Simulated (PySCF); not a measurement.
# EuH6N3 (Eu(NH2)3): the cost of one run

Program: PySCF 2.14.0. Level of theory: B3LYP, Eu lcecp-1-SVP with ECP52, N def2-SVP, H def2-SVP; scalar-relativistic core potentials, no spin–orbit coupling. These are calculated values, not measurements.

4 further runs of the same task are left out: 2 for a known fault of the program, 2 that didn't finish.

## 1. The system as given

10 atoms, charge 0, spin multiplicity 1.

Bond lengths: Eu1–N2 2.224 Å, Eu1–N5 2.225 Å, Eu1–N8 2.226 Å, N2–H3 1.024 Å, N2–H4 1.024 Å, N5–H6 1.023 Å, N5–H7 1.023 Å, N8–H9 1.023 Å, N8–H10 1.024 Å. Angles: N2–Eu1–N5 119.5°, N2–Eu1–N8 119.9°, N5–Eu1–N8 120.4°, Eu1–N2–H3 127.6°, Eu1–N2–H4 127.4°, H3–N2–H4 104.9°, Eu1–N5–H6 126.5°, Eu1–N5–H7 128.5°, H6–N5–H7 105.0°, Eu1–N8–H9 127.9°, Eu1–N8–H10 127.2°, H9–N8–H10 104.9°.

As a file:

```
Eu   -0.00789   -0.00942    0.06305
N     2.21571    0.00190    0.00326
H     2.83889    0.81110    0.07188
H     2.83905   -0.80224   -0.10882
N    -1.11048    1.91531    0.23093
H    -0.69709    2.84899    0.29854
H    -2.12171    2.07231    0.23455
N    -1.11442   -1.92133   -0.20878
H    -2.12752   -2.06216   -0.24452
H    -0.71455   -2.85446   -0.34009
```

Formal oxidation states: Eu +3. Each metal's 6 4f electrons lie in its core potential, so multiplicities, spins and levels count the valence alone. An earlier session relaxed this geometry at B3LYP, Eu lcecp-1-SVP with ECP52, N def2-SVP, H def2-SVP (singlet, point group Cs).

Its energy there is -203.159261 Eh.

## 2. Atoms moved at random, σ = 0.03 Å

File run.py (the lines that set the calculation):

```python
mol = gto.M(atom='''
Eu     0.03793     0.04537     0.03301
N      2.19858    -0.03603     0.00696
H      2.82721     0.82589     0.09710
H      2.77833    -0.84584    -0.10106
N     -1.06241     1.91924     0.24111
H     -0.69743     2.82812     0.32803
H     -2.11263     2.08207     0.16051
N     -1.07961    -1.91071    -0.19278
H     -2.13116    -2.01812    -0.26433
H     -0.75880    -2.89000    -0.30856''',
    basis={'Eu': 'lcecp-1-SVP', 'N': 'def2-SVP', 'H': 'def2-SVP'},
    ecp={'Eu': 'lcecp-1-SVP'},
    charge=0, spin=0)
mf = dft.RKS(mol, xc='B3LYP')
mf.grids.atom_grid = (50, 194)  # f atoms: unpruned, at least (60, 302)
mf = mf.density_fit()  # fitting sets: Eu AutoAux, N def2-universal-JKFIT, H def2-universal-JKFIT
mf.conv_tol = 1e-08; mf.max_cycle = 55
mf.kernel(dm0)  # dm0: the density of the relaxed state
```

Run with:

```sh
OMP_NUM_THREADS=2 python run.py
```

**Question.** How long does this run take on 2 threads of Arm Neoverse V2, shared host?

About 4 s.
